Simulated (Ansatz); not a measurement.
# CH₇ClGe (built from SMILES C.[Cl][GeH3]): search for a transition state

Wanted: the transition state of a four-centre ligand exchange (form Ge1–C7, Cl2–H6 and break Ge1–Cl2, H6–C7). The guess is relaxed with those distances held, a saddle search follows, and vibrations and two downhill relaxations check it.

Program: Ansatz 0.2.0, Gaussian basis. Level of theory: PBE0-D4, def2-SVP first, then def2-TZVP. These are calculated values, not measurements.

152 further runs of the same task are left out: 152 set aside as unsound or not needed.

### Step 1. Where the work starts

The guess: 10 atoms, charge 0, spin multiplicity 1.

Atoms are counted from 1 here; the program's logs count them from 0.

Bond lengths: Ge1–H3 1.489 Å, Ge1–H4 1.535 Å, Ge1–H5 1.490 Å, Ge1–C7 2.233 Å, H6–C7 1.309 Å, C7–H8 1.090 Å, C7–H9 1.090 Å, C7–H10 1.098 Å. Angles: H3–Ge1–H4 107.3°, H3–Ge1–H5 120.4°, H3–Ge1–C7 113.3°, H4–Ge1–H5 107.2°, H4–Ge1–C7 90.8°, H5–Ge1–C7 113.2°, Ge1–C7–H6 63.4°, Ge1–C7–H8 95.3°, Ge1–C7–H9 95.3°, Ge1–C7–H10 144.6°, H6–C7–H8 123.3°, H6–C7–H9 123.5°, H6–C7–H10 81.2°, H8–C7–H9 109.5°, H8–C7–H10 104.8°, H9–C7–H10 104.8°.

Coordinates:

```tsv
atom	x (Å)	y (Å)	z (Å)
Ge1	-0.78820	0.16190	-0.83110
Cl2	1.90030	0.42890	-1.42080
H3	-0.63610	-0.91840	-1.84450
H4	-2.12420	-0.07280	-0.11260
H5	-0.75450	1.59330	-1.24300
H6	1.04840	0.04910	0.00110
C7	0.33200	-0.23780	1.05840
H8	-0.11220	-1.21740	1.23310
H9	-0.19630	0.51120	1.64800
H10	1.33080	-0.29800	1.51140
```

Distances that are to change: Ge1–C7 2.23 Å, Cl2–H6 1.70 Å, Ge1–Cl2 2.77 Å, H6–C7 1.31 Å.

### Step 2. Relaxing the guess with the reacting distances held

Input file hold/in.yaml:

```yaml
crystal:
  periodic: [false, false, false]
  atoms:
    - {symbol: Ge, position_ang: [-0.788200, 0.161900, -0.831100]}
    - {symbol: Cl, position_ang: [1.900300, 0.428900, -1.420800]}
    - {symbol: H, position_ang: [-0.636100, -0.918400, -1.844500]}
    - {symbol: H, position_ang: [-2.124200, -0.072800, -0.112600]}
    - {symbol: H, position_ang: [-0.754500, 1.593300, -1.243000]}
    - {symbol: H, position_ang: [1.048400, 0.049100, 0.001100]}
    - {symbol: C, position_ang: [0.332000, -0.237800, 1.058400]}
    - {symbol: H, position_ang: [-0.112200, -1.217400, 1.233100]}
    - {symbol: H, position_ang: [-0.196300, 0.511200, 1.648000]}
    - {symbol: H, position_ang: [1.330800, -0.298000, 1.511400]}
basis:
  gaussian: {orbitals: def2-SVP}
hamiltonian: {xc: pbe0, dispersion: d4}
relax: {f_tol: 0.04, max_steps: 150, escape_saddle: false, constraints: [{distance: [0, 6]}, {distance: [1, 5]}, {distance: [0, 1]}, {distance: [5, 6]}]}
```

Launch:

```sh
ansatz run in.yaml --threads 4 --pin off --events-out ev --progress --plain --max-ram 9574MiB
```

The runs that follow: Force constants to start from; Saddle search in the small basis; Saddle search in triple zeta; Vibrations at the point found; Relaxing after a step of 0.30 Å one way along the mode; Relaxing after a step of 0.30 Å the other way along the mode.

**Question.** What will these runs give? Wanted: imaginary mode; barrier from the start side; barrier from the end side; energy of the step; pairs that change; zero-point energy at the saddle.

**Answer**, as computed:

| quantity | value |
| --- | --- |
| imaginary mode | 592i cm⁻¹ |
| barrier from the start side | 252.1 kJ/mol |
| barrier from the end side | 164.4 kJ/mol |
| energy of the step | +87.7 kJ/mol |
| pairs that change | Ge1–C7 formed, Cl2–H6 formed, Ge1–Cl2 broken, H6–C7 broken |
| zero-point energy at the saddle | 1.840 eV |

In words: One imaginary mode, 592i cm⁻¹, makes this a first-order saddle. It joins the planned start and end. At PBE0-D4/def2-TZVP the electronic barrier is 252.1 kJ/mol, about 102 kT at 298 K, and the step runs 87.7 kJ/mol uphill. Lower complexes than these ends may exist.
